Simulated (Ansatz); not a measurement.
# CH8BNSi: the cost of one run

All numbers below are computed with Ansatz 0.2.0 (RKS B3LYP-D4/STO-3G).

### 1 The system as given

Bond lengths: C1–B2 1.525 Å, B2–N3 1.505 Å, N3–Si4 1.752 Å, C1–H5 1.139 Å, C1–H6 1.131 Å, C1–H7 1.129 Å, B2–H8 1.158 Å, N3–H9 1.108 Å, Si4–H10 1.513 Å, Si4–H11 1.518 Å, Si4–H12 1.422 Å. Angles (14 of 18 angles, heavy atoms first): C1–B2–N3 118.4°, B2–N3–Si4 111.1°, C1–B2–H8 121.2°, N3–B2–H8 120.2°, B2–C1–H5 111.5°, B2–C1–H6 113.0°, B2–C1–H7 113.0°, B2–N3–H9 104.7°, Si4–N3–H9 105.8°, N3–Si4–H10 107.3°, N3–Si4–H11 110.0°, N3–Si4–H12 113.5°, H5–C1–H6 103.9°, H5–C1–H7 107.2°.

As a file:

```xyz
12

C    -0.7380    1.8103    0.0412
B    -0.1502    0.5266    0.6185
N     0.9600   -0.1553   -0.1349
Si    0.5330   -1.8079   -0.5279
H    -1.5859    2.2090    0.6889
H    -1.2176    1.6599   -0.9723
H     0.0235    2.6378   -0.0589
H    -0.5013    0.1120    1.6408
H     1.7926   -0.2240    0.5922
H    -0.7144   -1.7602   -1.3833
H     0.1085   -2.5470    0.7288
H     1.5669   -2.5163   -1.1990
```

### 2 Relaxing the start

input.yaml reads:

```yaml
crystal:
  periodic: [false, false, false]
  atoms:
    - { symbol: C, position_ang: [-0.738, 1.8103, 0.0412] }
    - { symbol: B, position_ang: [-0.1502, 0.5266, 0.6185] }
    - { symbol: "N", position_ang: [0.96, -0.1553, -0.1349] }
    - { symbol: Si, position_ang: [0.533, -1.8079, -0.5279] }
    - { symbol: H, position_ang: [-1.5859, 2.209, 0.6889] }
    - { symbol: H, position_ang: [-1.2176, 1.6599, -0.9723] }
    - { symbol: H, position_ang: [0.0235, 2.6378, -0.0589] }
    - { symbol: H, position_ang: [-0.5013, 0.112, 1.6408] }
    - { symbol: H, position_ang: [1.7926, -0.224, 0.5922] }
    - { symbol: H, position_ang: [-0.7144, -1.7602, -1.3833] }
    - { symbol: H, position_ang: [0.1085, -2.547, 0.7288] }
    - { symbol: H, position_ang: [1.5669, -2.5163, -1.199] }
basis:
  gaussian: { orbitals: STO-3G }
hamiltonian:
  xc: b3lyp
  dispersion: d4
relax:
  f_tol: 0.02
  max_steps: 40
scf:
  lower_state_search: "off"
```

Run with:

```
ansatz run input.yaml --threads 1 --pin off --max-ram 2048MiB --backend cpu --events-out ev --progress --plain --runs-dir out
```

Q: Estimate wall time and peak memory on 1 thread of Arm Neoverse V2, shared host.

About 49 s, with a peak of 0.13 GiB.
